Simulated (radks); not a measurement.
# The Coulomb parameter U of the 4f shell of Tm⁺

The task here is to estimate one member of a computed series from the others.

Program: radks (a radial shooting solver on a logarithmic mesh, Libxc functionals) version 1. Level of theory: scalar-relativistic Kohn-Sham, PBEsol, spin-unpolarised, spherical densities, point nucleus. These are calculated values, not measurements, unless marked.

### What is computed

| Quantity | Value |
| --- | --- |
| element | thulium (Z = 69) |
| charge | +1 |
| electrons | 68 |
| configuration | [Xe] 4f13 6s1 |

The outer shells:

Tm⁺
```
[Xe] core
4f [↑↓][↑↓][↑↓][↑↓][↑↓][↑↓][↑ ]
6s [↑ ]
```

The first run:

Settings of this run:

```text
Z 69
configuration [Xe] 4f13 6s1
relativity scalar-relativistic
functional pbe_sol,pbe_sol
spin unpolarised
nucleus point
c 137.035999084
```

Steps of the session up to this table: Start: [Xe] 4f13 6s1.

One table of the session follows, with a row left open; its other results are not shown here.

It belongs to the step «Start: [Xe] 4f13 6s1». Sizes of the orbitals, from the radial functions (bohr):

```
level     <r>  outermost maximum (interpolated)  90 % within  nodes
   3d  0.1999                             0.163        0.311      0
   4s       ?                                 ?            ?      ?
   4p  0.5286                             0.486        0.769      2
   4d  0.5718                             0.501        0.860      1
   5s   1.230                              1.09         1.78      4
   5p   1.470                              1.25         2.17      3
   4f  0.8055                             0.496         1.42      0
   6s   3.574                              3.11         5.22      5
```

**Question.** Estimate the row for 4s.

The run gave: <r>: 0.4979; outermost maximum (interpolated): 0.464; 90 % within: 0.715; nodes: 3. In the column «<r>» it lies between 3d (0.1999) and 4p (0.5286).
